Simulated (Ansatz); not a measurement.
# MnO (Manganosite): the cost of one run

Program: Ansatz 0.2.0. Level of theory: DFT PBE+U (U_eff = 3.9 eV on Mn 3d), scalar-relativistic, plane waves, PAW. These are calculated values, not measurements.

These runs use a low cutoff (300 eV) and a coarse mesh on purpose, to show what cheap settings give: their numbers aren't properties of the material.

## (1) The structure to begin with

It takes space group R-3m (No. 166, trigonal). Conventional cell: a = 3.210 Å, b = 3.210 Å, c = 7.729 Å, α = 90.00°, β = 90.00°, γ = 120.00°. Mn (site symmetry -3m) is surrounded by 6 O at 2.26 Å. Around O (site symmetry -3m) lie 6 Mn at 2.26 Å.

As a file:

```
Mn O
1.0
    -2.21822   -2.21822    4.48809
    -4.48809   -2.21822    2.21822
    -2.21822   -4.48809    2.21822
Mn O
2 2
Cartesian
  0.0000 0.0000 0.0000
  -4.4623 -4.4623 4.4623
  2.2570 2.2570 2.2828
  -2.2053 -2.2053 6.7450
```

This cell comes from an earlier session at PBE+U (U_eff = 3.9 eV on Mn 3d): 11.495 Å³/atom at -0.01 GPa, on a 6×6×6 mesh. The large moments point both ways and cancel.

Volume factors to run: 0.980, 1.020, 0.960, 1.040.

## (2) At 0.980 of the relaxed volume

The input, input.yaml:

```yaml
crystal:
  lattice:
    - [-2.2033304408, -2.2033304408, 4.4579666673]
    - [-4.4579666673, -2.2033304408, 2.2033304408]
    - [-2.2033304408, -4.4579666673, 2.2033304408]
  atoms:
    - { symbol: Mn, position: [0.0, 0.0, 0.0], spin: 4.71 }
    - { symbol: O, position: [1.2499999999, -0.7500000001, -0.7500000001] }
    - { symbol: Mn, position: [0.5, 0.5, 0.5], spin: -4.71 }
    - { symbol: O, position: [1.7500000001, -0.2499999999, -0.2499999999] }
basis:
  ecutwfc: 300
  ecutrho_ratio: 4
kpoints:
  mp_grid: { grid: [6, 6, 6] }
hamiltonian:
  xc: pbe
  hubbard:
    sites:
      - { species: Mn, l: d, u_eff: 3.9, starting_ns: start.occupation_matrices }
    ns_hold: { iters: 6 }
scf:
  occupations: { method: gaussian, width: 0.05 }
  lower_state_search: "off"
output:
  forces: true
  stress: true
  eigenvalues: true
  populations: true
magnetization:
  spin_polarized: true
relax:
  f_tol: 0.01
  max_steps: 40
  cell: { stress_tol: 0.1, fix: [volume] }
```

start.occupation_matrices holds the open shells' occupation matrices from the neighbouring geometry.

On the command line:

```
$ ansatz run input.yaml --threads 1 --pin off --max-ram 2560MiB --backend cpu --events-out ev --progress --plain --runs-dir out
```

**Question.** How long does this run take on 1 thread of Arm Neoverse V1, shared host, and how much memory does it need?

About 13 s, with a peak of 0.35 GiB.
